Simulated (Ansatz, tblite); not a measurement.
MgH2: GFN1-xTB, run from Python

These are simulated results from tblite 0.8.0, not measurements. The cell was built from a prototype and was relaxed with r2SCAN in plane waves (Ansatz 0.2.0). Not every such cell is a known phase. All runs are without spin polarisation.

Space group P4_2/mnm (No. 136), tetragonal; a = 4.485 Å, c = 2.996 Å in the conventional setting, 10.05 Å³ an atom. Around Mg lie 6 H at 1.93–1.94 Å; around H lie 3 Mg at 1.93–1.94 Å.

tblite solves periodic systems at the zone centre alone, so the script builds a cluster of 2×2×3 conventional cells (72 atoms), which folds in a coarse mesh of k points.

Input script:

```python
import json
from ase import Atoms
from ase.build import make_supercell
from ase.units import Bohr, GPa, Hartree
from tblite.interface import Calculator

atoms = Atoms(['Mg', 'Mg', 'H', 'H', 'H', 'H'],
              cell=[[4.484877, -0.0, 0.0], [-0.0, 4.484877, 0.0], [0.0, 0.0, 2.996475]],
              scaled_positions=[[0.0, -0.0, 0.0], [0.5, 0.5, 0.5], [0.304682, 0.304682, 0.0], [0.195318, 0.804682, 0.5], [0.804682, 0.195318, 0.5], [0.695318, 0.695318, 0.0]],
              pbc=True)
cluster = make_supercell(atoms, [[2, 0, 0], [0, 2, 0], [0, 0, 3]])
calc = Calculator('GFN1-xTB', cluster.numbers, cluster.positions / Bohr, lattice=cluster.cell[:] / Bohr, periodic=cluster.pbc)
calc.set('temperature', 0.02 / Hartree)
calc.set('max-iter', 150)
res = calc.singlepoint()
levels = res.get('orbital-energies') * Hartree
nv = round(res.get('orbital-occupations').sum() / 2)
cells = len(cluster) // len(atoms)
out = {'energy_per_cell': res.get('energy') * Hartree / cells, 'homo': levels[nv - 1], 'lumo': levels[nv],
       'stress': (-res.get('virial') * Hartree / cluster.get_volume() / GPa).tolist(), 'charges': res.get('charges')[:len(atoms)].tolist(), 'electrons': 2 * nv / cells}
json.dump(out, open('results.json', 'w'))
for key, value in out.items():
    print(key, value)
```

Command: `python run.py`. It took 2.1 s on 1 thread of Arm Neoverse V2, with other jobs on the host, peak memory 0.099 GiB.

The log:

```
------------------------------------------------------------
  cycle        total energy    energy error   density error
------------------------------------------------------------
      1     -40.99421542567  -4.0805772E+01   7.7873669E-01
      2     -42.06194007869  -1.0677247E+00   3.8861104E-01
      3     -42.11948761232  -5.7547534E-02   9.5723895E-02
      4     -42.13366816820  -1.4180556E-02   5.2823416E-02
      5     -42.15769196005  -2.4023792E-02   2.7382153E-03
      6     -42.15775856349  -6.6603442E-05   1.8146312E-04
      7     -42.15775882139  -2.5789241E-07   2.9794845E-05
      8     -42.15775882465  -3.2631462E-09   1.9121129E-05
------------------------------------------------------------

 total:                                   1.640 sec
energy_per_cell -95.59758744164144
homo -11.29232595282384
lumo -9.82321789939385
stress [[11.178567697589934, -1.9286798027166895e-06, 1.7311429909056192e-06], [-1.928679801691924e-06, 11.178567697590134, 1.7311434292436644e-06], [1.7311429908157128e-06, 1.7311434292652743e-06, 8.382807342896172]]
charges [0.5078828991517612, 0.5078636098761888, -0.2539379367884524, -0.2539383564279387, -0.25393835642799717, -0.25393771471148097]
electrons 8.0
```

The cycle table is in hartree for the whole cluster, and the lines after it are in eV (the energy for one cell). The printed stress is in GPa and positive in compression, and the pressure is its mean diagonal.

GFN1-xTB gives a gap of 1.47 eV. On the same cell, plane-wave PBE (Ansatz, 6×6×8 k points and the special points) gives a gap of 3.75 eV and r2SCAN a gap of 4.38 eV; on shared hosts these took about 2.6 and 7.1 core-seconds on the 6-atom cell, against 2.1 for the script. Semilocal gaps usually lie below measured ones. xTB was fitted to molecules, so gaps, charges and pressures of solids can be far off, and the gap also depends on the size of the cluster.

The same script was run on cells scaled at fixed shape and fractional coordinates:

| volume (Å³/atom) | energy (meV/atom) | pressure (GPa, positive in compression) | gap (eV) |
| --- | --- | --- | --- |
| 8.84 | 107.3 | 18.97 | 2.48 |
| 9.44 | 45.5 | 14.10 | 1.90 |
| 10.05 | 0.0 | 10.25 | 1.47 |
| 10.65 | -32.6 | 7.22 | 1.14 |
| 11.25 | -55.2 | 4.86 | 0.89 |

The minimum lies beyond the largest of these volumes.

xTB was fitted mostly to molecules, and a small cluster samples few k points, so gaps, pressures and kinks along a curve can be far from a solid's.
